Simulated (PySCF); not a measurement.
# COYb (Yb(CO)2+): the cost of one run

Program: PySCF 2.14.0. Level of theory: PBE0, Yb def2-SVP with ECP28, C def2-SVP, O def2-SVP; scalar-relativistic core potentials, no spin–orbit coupling. These are calculated values, not measurements.

1 further run of the same task is left out (for a known fault of the program).

## 1. Where the work starts

3 atoms, charge 2, spin multiplicity 1.

Bond lengths: Yb1–C2 2.652 Å, C2–O3 1.114 Å. Angles: Yb1–C2–O3 180.0°.

Coordinates:

```xyz
3
charge 2, multiplicity 1
Yb    0.00000    0.00000   -0.54669
C     0.00000    0.00000    2.10562
O     0.00000    0.00000    3.21991
```

Formal oxidation states: Yb +2. An earlier session relaxed this geometry at PBE0, Yb def2-SVP with ECP28, C def2-SVP, O def2-SVP (singlet, point group C∞v).

Its energy there is -1271.639040 Eh.

## 2. One electron removed, multiplicity 2

Input file run.py (the lines that set the calculation):

```python
mol = gto.M(atom='''
Yb     0.00000     0.00000    -0.54669
C      0.00000     0.00000     2.10562
O      0.00000     0.00000     3.21991''',
    basis={'Yb': 'def2-SVP', 'C': 'def2-SVP', 'O': 'def2-SVP'},
    ecp={'Yb': 'def2-SVP'},
    charge=3, spin=1)
mf = dft.UKS(mol, xc='PBE0')
mf.grids.atom_grid = (50, 194)  # f atoms: unpruned, at least (60, 302)
mf = mf.density_fit()  # fitting sets: Yb def2-universal-JKFIT, C def2-universal-JKFIT, O def2-universal-JKFIT
mf.conv_tol = 1e-08; mf.max_cycle = 55
mf.kernel(dm0)  # dm0: the density of the relaxed state
```

The run is started by

```console
$ OMP_NUM_THREADS=2 python run.py
```

**Question.** How long does this run take on 2 threads of Arm Neoverse V1, shared host?

About 3.5 s.
